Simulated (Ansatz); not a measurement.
# C2H8Sn: a spread of methods and bases

Aim: run C2H8Sn under a spread of inputs, and see what each costs and gives.

Computed with Ansatz 0.2.0, Gaussian basis. Level: the settings change from run to run.

## Step 1: The molecule

The structure was relaxed beforehand with PBE0-D4 in a triple-zeta def2 set. Sn takes a core potential in def2 sets; no spin-orbit term is included.

11 atoms, charge 0, spin multiplicity 1.

Atoms are counted from 1 here; the program's logs count them from 0.

Bond lengths: C1–Sn2 2.142 Å, C1–H4 1.090 Å, C1–H5 1.091 Å, C1–H6 1.091 Å, Sn2–C3 2.142 Å, Sn2–H7 1.714 Å, Sn2–H8 1.714 Å, C3–H9 1.091 Å, C3–H10 1.091 Å, C3–H11 1.090 Å. Angles: Sn2–C1–H4 110.4°, Sn2–C1–H5 110.0°, Sn2–C1–H6 110.0°, H4–C1–H5 108.8°, H4–C1–H6 108.8°, H5–C1–H6 108.8°, C1–Sn2–C3 109.9°, C1–Sn2–H7 109.6°, C1–Sn2–H8 109.6°, C3–Sn2–H7 109.6°, C3–Sn2–H8 109.6°, H7–Sn2–H8 108.4°, Sn2–C3–H9 110.0°, Sn2–C3–H10 110.0°, Sn2–C3–H11 110.4°, H9–C3–H10 108.8°, H9–C3–H11 108.8°, H10–C3–H11 108.8°.

## Step 2: BLYP/ANO-RCC-VTZP

Set apart from the defaults: a grid of angular degree 11, D4 dispersion, the search for lower states set to full.

The input, in.yaml:

```yaml
crystal:
  periodic: [false, false, false]
  atoms:
    - {symbol: C, position_ang: [-1.307361, 1.130295, -0.468031]}
    - {symbol: Sn, position_ang: [-0.265103, -0.733239, -0.293141]}
    - {symbol: C, position_ang: [1.579921, -0.440384, 0.755557]}
    - {symbol: H, position_ang: [-2.247723, 0.990835, -1.001619]}
    - {symbol: H, position_ang: [-0.696232, 1.849254, -1.014695]}
    - {symbol: H, position_ang: [-1.521658, 1.531966, 0.522907]}
    - {symbol: H, position_ang: [0.054015, -1.363500, -1.855276]}
    - {symbol: H, position_ang: [-1.238298, -1.859970, 0.556979]}
    - {symbol: H, position_ang: [2.205954, 0.271631, 0.216721]}
    - {symbol: H, position_ang: [1.382943, -0.050246, 1.754662]}
    - {symbol: H, position_ang: [2.118842, -1.383641, 0.846537]}
basis:
  gaussian: {orbitals: ANO-RCC-VTZP, final_grid: {core_spheres: 5, valence_spheres: 4, degree: 11}}
hamiltonian: {xc: {name: BLYP}, dispersion: d4}
scf: {lower_state_search: full}
output: {forces: true}
```

Command:

```
ansatz run in.yaml --threads 4 --pin off --events-out ev --progress --plain --max-ram 10444MiB
```

What it wrote, shortened:

```text
Functional definition: BLYP
  name "BLYP"
  cite "Becke, Phys. Rev. A 38, 3098 (1988) doi:10.1103/PhysRevA.38.3098"
  cite "Lee, Yang & Parr, Phys. Rev. B 37, 785 (1988) doi:10.1103/PhysRevB.37.785"
[...]
1544 factors; their error is unknown
[...]
mean field -170281.43369242 eV, -6257.7272672953 hartree, gradient 3.2e-5 eV, S^2 0.000000; 0 other end points of the search recorded, 0 dependent functions left out
[...]
reference -170281.43423328 eV, -6257.7272871712 hartree; 35, 35 occupied and 205, 205 virtual orbitals, 1544 factors
Total energy: -170281.82905690 eV, -6257.7417966718 hartree
Relativity: scalar
Atom 0 at    -1.307361     1.130295    -0.468031 Å, force    -0.184854     0.631907     0.031377 eV/Å
Atom 1 at    -0.265103    -0.733239    -0.293141 Å, force    -0.188408    -0.507310    -0.206736 eV/Å
Atom 2 at     1.579921    -0.440384     0.755557 Å, force     0.514434     0.252213     0.325898 eV/Å
Atom 3 at    -2.247723     0.990835    -1.001619 Å, force    -0.148497     0.050850    -0.068656 eV/Å
Atom 4 at    -0.696232     1.849254    -1.014695 Å, force     0.066338    -0.000252    -0.084416 eV/Å
Atom 5 at    -1.521658     1.531966     0.522907 Å, force    -0.030138    -0.037200     0.096726 eV/Å
Atom 6 at     0.054015    -1.363500    -1.855276 Å, force     0.054661    -0.106379    -0.265641 eV/Å
Atom 7 at    -1.238298    -1.859970     0.556979 Å, force    -0.165317    -0.191287     0.144711 eV/Å
Atom 8 at     2.205954     0.271631     0.216721 Å, force     0.024675     0.021558    -0.102146 eV/Å
Atom 9 at     1.382943    -0.050246     1.754662 Å, force    -0.072363    -0.013512     0.079102 eV/Å
Atom 10 at     2.118842    -1.383641     0.846537 Å, force     0.129470    -0.100588     0.049781 eV/Å
Dipole moment:     0.053027     0.142482     0.057789 e Å
```

Wall time 2.8 s (4 threads of Intel Xeon 6975P-C, shared host); peak memory 0.62 GiB.

Largest force 0.659 eV/Å, dipole 0.78 D.

## Step 3: r2SCAN0/def2-mTZVPP

This run has atoms shaken by 0.03 Å, density fitting with def2-universal-jkfit, high accuracy.

The input, in.yaml:

```yaml
crystal:
  periodic: [false, false, false]
  atoms:
    - {symbol: C, position_ang: [-1.300192, 1.162752, -0.457090]}
    - {symbol: Sn, position_ang: [-0.274759, -0.760525, -0.300117]}
    - {symbol: C, position_ang: [1.597010, -0.434189, 0.706002]}
    - {symbol: H, position_ang: [-2.261199, 0.996297, -0.997670]}
    - {symbol: H, position_ang: [-0.695338, 1.824017, -1.068154]}
    - {symbol: H, position_ang: [-1.550677, 1.536024, 0.594148]}
    - {symbol: H, position_ang: [0.048227, -1.322067, -1.827731]}
    - {symbol: H, position_ang: [-1.286540, -1.901063, 0.585351]}
    - {symbol: H, position_ang: [2.275017, 0.251143, 0.226860]}
    - {symbol: H, position_ang: [1.366903, -0.092848, 1.797493]}
    - {symbol: H, position_ang: [2.124114, -1.409178, 0.849053]}
basis:
  gaussian: {orbitals: def2-mTZVPP, fitting: {mean_field: def2-universal-jkfit}}
hamiltonian: {xc: {name: r2SCAN0}}
accuracy: high
output: {forces: true}
```

Same command.

What it wrote, shortened:

```text
Functional definition: r2SCAN0
  name "r2SCAN0"
  cite "Bursch, Neugebauer, Ehlert & Grimme, J. Chem. Phys. 156, 134105 (2022) doi:10.1063/5.0086040"
  cite "Furness, Kaplan, Ning, Perdew & Sun, J. Phys. Chem. Lett. 11, 8208 (2020) doi:10.1021/acs.jpclett.0c02405"
  cite "Furness, Kaplan, Ning, Perdew & Sun, J. Phys. Chem. Lett. 11, 9248 (2020) doi:10.1021/acs.jpclett.0c03077"
  parent r2scan
[...]
512 factors; integrals over basis functions are off by at most 4.3e-1 eV
[...]
mean field -8035.82032063 eV, -295.3109499084 hartree, gradient 2.3e-8 eV, S^2 0.000000; 0 other end points of the search recorded, 0 dependent functions left out
[...]
reference -8035.82032173 eV, -295.3109499488 hartree; 21, 21 occupied and 93, 93 virtual orbitals, 512 factors
Total energy: -8035.82032173 eV, -295.3109499488 hartree
Atom 0 at    -1.300192     1.162752    -0.457090 Å, force    -1.172608    -0.676728     0.893018 eV/Å
Atom 1 at    -0.274759    -0.760525    -0.300117 Å, force    -0.469871     0.500877     0.856962 eV/Å
Atom 2 at     1.597010    -0.434189     0.706002 Å, force    -0.334705    -0.936105     2.654288 eV/Å
Atom 3 at    -2.261199     0.996297    -0.997670 Å, force     0.693816     0.168111     0.473510 eV/Å
Atom 4 at    -0.695338     1.824017    -1.068154 Å, force     0.034523     0.296628     0.367632 eV/Å
Atom 5 at    -1.550677     1.536024     0.594148 Å, force     0.579375    -0.227794    -1.709822 eV/Å
Atom 6 at     0.048227    -1.322067    -1.827731 Å, force     0.049121    -0.331951    -0.656729 eV/Å
Atom 7 at    -1.286540    -1.901063     0.585351 Å, force     0.491329     0.464273    -0.365604 eV/Å
Atom 8 at     2.275017     0.251143     0.226860 Å, force     0.019908     0.311939    -0.151173 eV/Å
Atom 9 at     1.366903    -0.092848     1.797493 Å, force     0.487064    -0.331902    -2.070652 eV/Å
Atom 10 at     2.124114    -1.409178     0.849053 Å, force    -0.377951     0.762650    -0.291428 eV/Å
Dipole moment:     0.047047     0.066048     0.023181 e Å
```

It took 2 s on 4 threads of Intel Xeon 6975P-C, shared host; peak memory 0.28 GiB.

Largest force 2.834 eV/Å, dipole 0.41 D.

## Step 4: SVWN5/x2c-TZVPPall

This run has multiplicity 3, the search for lower states set to off.

The input, in.yaml:

```yaml
crystal:
  periodic: [false, false, false]
  atoms:
    - {symbol: C, position_ang: [-1.307361, 1.130295, -0.468031]}
    - {symbol: Sn, position_ang: [-0.265103, -0.733239, -0.293141]}
    - {symbol: C, position_ang: [1.579921, -0.440384, 0.755557]}
    - {symbol: H, position_ang: [-2.247723, 0.990835, -1.001619]}
    - {symbol: H, position_ang: [-0.696232, 1.849254, -1.014695]}
    - {symbol: H, position_ang: [-1.521658, 1.531966, 0.522907]}
    - {symbol: H, position_ang: [0.054015, -1.363500, -1.855276]}
    - {symbol: H, position_ang: [-1.238298, -1.859970, 0.556979]}
    - {symbol: H, position_ang: [2.205954, 0.271631, 0.216721]}
    - {symbol: H, position_ang: [1.382943, -0.050246, 1.754662]}
    - {symbol: H, position_ang: [2.118842, -1.383641, 0.846537]}
basis:
  gaussian: {orbitals: x2c-TZVPPall}
magnetization: {spin_polarized: true, initial_magnetization: 2}
hamiltonian: {xc: {name: SVWN5}}
scf: {lower_state_search: off}
```

The command is unchanged.

What it wrote, shortened:

```text
Functional definition: SVWN5
  name "SVWN5"
  cite "Dirac, Proc. Camb. Phil. Soc. 26, 376 (1930) doi:10.1017/S0305004100016108"
  cite "Slater, Phys. Rev. 81, 385 (1951) doi:10.1103/PhysRev.81.385"
  cite "Vosko, Wilk & Nusair, Can. J. Phys. 58, 1200 (1980) doi:10.1139/p80-159"
[...]
1400 factors; their error is unknown
[...]
mean field -170089.78950305 eV, -6250.6844732370 hartree, gradient 1.3e-6 eV, S^2 2.001928; 0 other end points of the search recorded, 0 dependent functions left out
reference -170089.78954711 eV, -6250.6844748561 hartree; 36, 34 occupied and 198, 200 virtual orbitals, 1400 factors
Total energy: -170089.78954711 eV, -6250.6844748561 hartree
Relativity: scalar
Checks for a lower state left out: stability, starts, cluster_reference, orbital_swaps, neighbouring_geometries, increment
```

It took 1.5 s on 4 threads of Intel Xeon 6975P-C, shared host; peak memory 0.34 GiB.

⟨S²⟩ 2.002.

## Step 5: HSE06/def2-TZVP

Options: atoms shaken by 0.08 Å, finite nuclei, D3(BJ) dispersion.

The input, in.yaml:

```yaml
crystal:
  periodic: [false, false, false]
  atoms:
    - {symbol: C, position_ang: [-1.168382, 1.150668, -0.596349]}
    - {symbol: Sn, position_ang: [-0.258541, -0.708898, -0.344385]}
    - {symbol: C, position_ang: [1.535699, -0.466530, 0.804377]}
    - {symbol: H, position_ang: [-2.358841, 1.035607, -1.070585]}
    - {symbol: H, position_ang: [-0.838253, 1.889022, -1.174698]}
    - {symbol: H, position_ang: [-1.514363, 1.538506, 0.533216]}
    - {symbol: H, position_ang: [0.080077, -1.294511, -1.871282]}
    - {symbol: H, position_ang: [-1.302044, -1.917337, 0.574019]}
    - {symbol: H, position_ang: [2.302403, 0.284848, 0.121737]}
    - {symbol: H, position_ang: [1.479493, -0.121224, 1.820988]}
    - {symbol: H, position_ang: [1.922175, -1.437704, 0.924519]}
basis:
  gaussian: {orbitals: def2-TZVP, nuclear_model: gaussian}
hamiltonian: {xc: {name: HSE06}, dispersion: d3bj}
```

The command is unchanged.

What it wrote, shortened:

```text
Functional definition: HSE06
  name "HSE06"
  cite "Heyd, Scuseria & Ernzerhof, J. Chem. Phys. 118, 8207 (2003) doi:10.1063/1.1564060"
  cite "Krukau, Vydrov, Izmaylov & Scuseria, J. Chem. Phys. 125, 224106 (2006) doi:10.1063/1.2404663"
  cite "Heyd & Scuseria, J. Chem. Phys. 120, 7274 (2004) doi:10.1063/1.1668634"
  cite "Ernzerhof & Perdew, J. Chem. Phys. 109, 3313 (1998) doi:10.1063/1.476928"
  cite "Perdew, Burke & Ernzerhof, Phys. Rev. Lett. 77, 3865 (1996) doi:10.1103/PhysRevLett.77.3865"
  parent pbe
[...]
  # The whole range is PBE's own exchange, as in plane waves. The composition of these papers is wPBEh.
[...]
1173 factors; their error is unknown
93 factors; integrals over basis functions are off by at most 4.6e-7 eV
[...]
mean field -8031.89475492 eV, -295.1666880295 hartree, gradient 3.3e-5 eV, S^2 0.000000; 0 other end points of the search recorded, 0 dependent functions left out
reference -8031.89480591 eV, -295.1666899034 hartree; 21, 21 occupied and 139, 139 virtual orbitals, 1173 factors
Total energy: -8032.03089535 eV, -295.1716910979 hartree
```

Run time: 0.9 s. Hardware: 4 threads of Intel Xeon 6975P-C, shared host; peak memory 0.28 GiB.

## Step 6: B2PLYP/def2-TZVPP

Options: coordinates scaled by 1.12, density fitting with def2-universal-jkfit, a point charge of -1.00 e beside it.

The input, in.yaml:

```yaml
crystal:
  periodic: [false, false, false]
  atoms:
    - {symbol: C, position_ang: [-1.464244, 1.265931, -0.524195]}
    - {symbol: Sn, position_ang: [-0.296916, -0.821227, -0.328318]}
    - {symbol: C, position_ang: [1.769512, -0.493230, 0.846224]}
    - {symbol: H, position_ang: [-2.517450, 1.109736, -1.121814]}
    - {symbol: H, position_ang: [-0.779779, 2.071165, -1.136459]}
    - {symbol: H, position_ang: [-1.704257, 1.715801, 0.585656]}
    - {symbol: H, position_ang: [0.060496, -1.527120, -2.077909]}
    - {symbol: H, position_ang: [-1.386893, -2.083166, 0.623817]}
    - {symbol: H, position_ang: [2.470668, 0.304227, 0.242728]}
    - {symbol: H, position_ang: [1.548896, -0.056275, 1.965222]}
    - {symbol: H, position_ang: [2.373103, -1.549678, 0.948121]}
basis:
  gaussian: {orbitals: def2-TZVPP, fitting: {mean_field: def2-universal-jkfit}, point_charges: [{charge: -1.00, position_ang: [6.957, 0.933, -0.490]}]}
hamiltonian: {xc: {name: B2PLYP}}
```

Same command.

What it wrote, shortened:

```text
Functional definition: B2PLYP
  name "B2PLYP"
  cite "Grimme, J. Chem. Phys. 124, 034108 (2006) doi:10.1063/1.2148954"
  cite "Becke, Phys. Rev. A 38, 3098 (1988) doi:10.1103/PhysRevA.38.3098"
  cite "Lee, Yang & Parr, Phys. Rev. B 37, 785 (1988) doi:10.1103/PhysRevB.37.785"
[...]
512 factors; integrals over basis functions are off by at most 1.2e0 eV
[...]
mean field -8019.76747057 eV, -294.7210185499 hartree, gradient 3.8e-6 eV, S^2 0.000000; 0 other end points of the search recorded, 0 dependent functions left out
6 core orbitals not correlated: weight in the atoms' cores, before any rotation towards them, 1.000 or more for the frozen orbitals, at most 0.000 for the correlated occupied ones
reference -8019.76768174 eV, -294.7210263103 hartree; 15, 15 occupied and 203, 203 virtual orbitals, 512 factors
second order -23.43421931 eV of doubles, -0.00000000 eV of singles
Total energy: -8026.09492096 eV, -294.9535480626 hartree
```

It took 1.2 s on 4 threads of Intel Xeon 6975P-C, shared host; peak memory 0.31 GiB.

## Step 7: PBE0/def2-TZVP

The input, in.yaml:

```yaml
crystal:
  periodic: [false, false, false]
  atoms:
    - {symbol: C, position_ang: [-1.307361, 1.130295, -0.468031]}
    - {symbol: Sn, position_ang: [-0.265103, -0.733239, -0.293141]}
    - {symbol: C, position_ang: [1.579921, -0.440384, 0.755557]}
    - {symbol: H, position_ang: [-2.247723, 0.990835, -1.001619]}
    - {symbol: H, position_ang: [-0.696232, 1.849254, -1.014695]}
    - {symbol: H, position_ang: [-1.521658, 1.531966, 0.522907]}
    - {symbol: H, position_ang: [0.054015, -1.363500, -1.855276]}
    - {symbol: H, position_ang: [-1.238298, -1.859970, 0.556979]}
    - {symbol: H, position_ang: [2.205954, 0.271631, 0.216721]}
    - {symbol: H, position_ang: [1.382943, -0.050246, 1.754662]}
    - {symbol: H, position_ang: [2.118842, -1.383641, 0.846537]}
basis:
  gaussian: {orbitals: def2-TZVP}
hamiltonian: {xc: {name: PBE0}}
output: {forces: true}
```

Same command.

What it wrote, shortened:

```text
Functional definition: PBE0
  name "PBE0"
  cite "Adamo & Barone, J. Chem. Phys. 110, 6158 (1999) doi:10.1063/1.478522"
  cite "Perdew, Burke & Ernzerhof, Phys. Rev. Lett. 77, 3865 (1996) doi:10.1103/PhysRevLett.77.3865"
  parent pbe
[...]
1173 factors; their error is unknown
[...]
mean field -8033.84196559 eV, -295.2382467019 hartree, gradient 2.0e-5 eV, S^2 0.000000; 0 other end points of the search recorded, 0 dependent functions left out
[...]
reference -8033.84200296 eV, -295.2382480749 hartree; 21, 21 occupied and 139, 139 virtual orbitals, 1173 factors
Total energy: -8033.84200296 eV, -295.2382480749 hartree
Atom 0 at    -1.307361     1.130295    -0.468031 Å, force    -0.009888     0.009295    -0.003269 eV/Å
Atom 1 at    -0.265103    -0.733239    -0.293141 Å, force    -0.001406    -0.003643    -0.001490 eV/Å
Atom 2 at     1.579921    -0.440384     0.755557 Å, force     0.012323    -0.002744     0.006025 eV/Å
Atom 3 at    -2.247723     0.990835    -1.001619 Å, force    -0.001161     0.001876    -0.000208 eV/Å
Atom 4 at    -0.696232     1.849254    -1.014695 Å, force    -0.002228     0.001974    -0.000598 eV/Å
Atom 5 at    -1.521658     1.531966     0.522907 Å, force    -0.001998     0.002038    -0.000903 eV/Å
Atom 6 at     0.054015    -1.363500    -1.855276 Å, force     0.000043    -0.003299    -0.004318 eV/Å
Atom 7 at    -1.238298    -1.859970     0.556979 Å, force    -0.002877    -0.004485     0.001086 eV/Å
Atom 8 at     2.205954     0.271631     0.216721 Å, force     0.002574    -0.000735     0.001409 eV/Å
Atom 9 at     1.382943    -0.050246     1.754662 Å, force     0.002713    -0.000494     0.001082 eV/Å
Atom 10 at     2.118842    -1.383641     0.846537 Å, force     0.001904     0.000218     0.001182 eV/Å
Dipole moment:     0.053202     0.142912     0.057929 e Å
```

It took 1.1 s on 4 threads of Intel Xeon 6975P-C, shared host; peak memory 0.36 GiB.

Largest force 0.014 eV/Å, dipole 0.78 D.

## Step 8: All runs side by side

```
              level  charge  multiplicity              geometry  functions  energy (eV)   time
  BLYP/ANO-RCC-VTZP       0             1               relaxed        240  -170281.829  2.8 s
r2SCAN0/def2-mTZVPP       0             1                shaken        114    -8035.820    2 s
 SVWN5/x2c-TZVPPall       0             3               relaxed        234  -170089.790  1.5 s
    HSE06/def2-TZVP       0             1                shaken        160    -8032.031  0.9 s
  B2PLYP/def2-TZVPP       0             1  scaled, point charge        224    -8026.095  1.2 s
     PBE0/def2-TZVP       0             1               relaxed        160    -8033.842  1.1 s
```

## Step 9: Summary of results

| quantity | value |
| --- | --- |
| runs | 6 |
| quickest | HSE06/def2-TZVP, 0.9 s |
| slowest | BLYP/ANO-RCC-VTZP, 2.8 s |
| spread of total energies, same state and geometry | 162248.0 eV |
| dipole, same state and geometry | 0.78 to 0.78 D |

**Reading.** Run time spans a factor of 3, from HSE06/def2-TZVP to BLYP/ANO-RCC-VTZP. The jobs differ in tasks and options as well as level. The totals spread over 162248 eV; they can't be compared across methods or bases. Some of these runs are scalar-relativistic and others not, which shifts the totals of all-electron atoms past neon by several eV an atom and more; core potentials, where a basis has them, take the core out of the total altogether. At the PBE0-D4/def2-TZVP geometry and in the same state, the sound runs without point charges leave forces up to 0.66 eV/Å (BLYP/ANO-RCC-VTZP), against 2.8 eV/Å where the atoms were moved.
